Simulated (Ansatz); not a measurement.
# CH6AlBOSi: up Jacob's ladder to CCSD(T)

An exercise on one series of results from a longer session: the logs are not shown, and one member is left open.

The runs use Ansatz 0.2.0, Gaussian basis; functionals in def2-TZVPP, the program's frozen cores in correlated methods.

The runs, in order: PBE-D4, r2SCAN-D4, PBE0-D4, B3LYP-D4, ωB97X-V, ωB97M-V, B2PLYP; CCSD(T)/def2-TZVPP; MP2/def2-QZVPP; extrapolation to the limit.

### The relaxed structure

The geometry comes from an earlier relaxation with PBE0-D4 in a triple-zeta def2 set; it is a stationary point, not always the lowest conformer.

11 atoms, charge 0, spin multiplicity 1.

Atoms are counted from 1 here; the program's logs count them from 0.

Bond lengths: C1–Si2 1.874 Å, C1–H6 1.092 Å, C1–H7 1.092 Å, C1–H8 1.092 Å, Si2–B3 2.015 Å, Si2–H9 1.492 Å, Si2–H10 1.491 Å, B3–O4 1.314 Å, B3–Al5 2.039 Å, O4–Al5 1.845 Å, Al5–H11 1.587 Å. Angles: Si2–C1–H6 110.8°, Si2–C1–H7 110.8°, Si2–C1–H8 110.3°, H6–C1–H7 108.1°, H6–C1–H8 108.1°, H7–C1–H8 108.5°, C1–Si2–B3 109.6°, C1–Si2–H9 110.6°, C1–Si2–H10 110.3°, B3–Si2–H9 112.1°, B3–Si2–H10 106.1°, H9–Si2–H10 108.0°, Si2–B3–O4 141.9°, Si2–B3–Al5 155.7°, O4–B3–Al5 62.4°, B3–O4–Al5 78.5°, B3–Al5–O4 39.1°, B3–Al5–H11 151.5° and more.

The first run:

File in.yaml:

```yaml
crystal:
  periodic: [false, false, false]
  atoms:
    - {symbol: C, position_ang: [-0.949892, 1.275592, 1.096168]}
    - {symbol: Si, position_ang: [0.718949, 0.487107, 0.772922]}
    - {symbol: B, position_ang: [0.539580, -0.912040, -0.665409]}
    - {symbol: O, position_ang: [0.907707, -2.136177, -0.967830]}
    - {symbol: Al, position_ang: [-0.082872, -1.671452, -2.452753]}
    - {symbol: H, position_ang: [-1.652069, 0.545403, 1.504545]}
    - {symbol: H, position_ang: [-0.859765, 2.096724, 1.810219]}
    - {symbol: H, position_ang: [-1.369993, 1.668899, 0.168091]}
    - {symbol: H, position_ang: [1.288065, -0.073799, 2.032693]}
    - {symbol: H, position_ang: [1.676500, 1.502160, 0.246513]}
    - {symbol: H, position_ang: [-0.150710, -2.839418, -3.524561]}
basis:
  gaussian: {orbitals: def2-TZVPP}
hamiltonian: {xc: pbe, dispersion: d4}
output: {forces: true, orbitals: {seedname: orbitals}}
```

On the command line:

```sh
$ ansatz run in.yaml --threads 4 --pin off --events-out ev --progress --plain --max-ram 10444MiB
```

Among the steps run: PBE-D4 (GGA); r2SCAN-D4 (meta-GGA); PBE0-D4 (hybrid); B3LYP-D4 (hybrid); ωB97X-V (range-separated); ωB97M-V (range-separated); B2PLYP (double hybrid); CCSD(T) in def2-TZVPP; MP2 in def2-QZVPP.

One of the session's tables, all rows but one given; the rest of the session is left out.

It belongs to the step «Atomisation energies». 

```
            method  atomisation energy (kJ/mol)
            PBE-D4                       3892.4
         r2SCAN-D4                       3872.3
           PBE0-D4                       3831.5
          B3LYP-D4                       3834.7
           ωB97X-V                       3850.9
           ωB97M-V                       3849.1
            B2PLYP                            ?
     HF/def2-TZVPP                       2845.5
    MP2/def2-TZVPP                       3794.5
   CCSD/def2-TZVPP                       3679.6
CCSD(T)/def2-TZVPP                       3739.3
           MP2/CBS                       3891.0
       CCSD(T)/CBS                       3835.8
```

Q: Estimate the row for B2PLYP from the others.

The run gave: atomisation energy (kJ/mol): 3796.2. In the column «atomisation energy (kJ/mol)» it lies between MP2/def2-TZVPP (3794.5) and PBE0-D4 (3831.5).
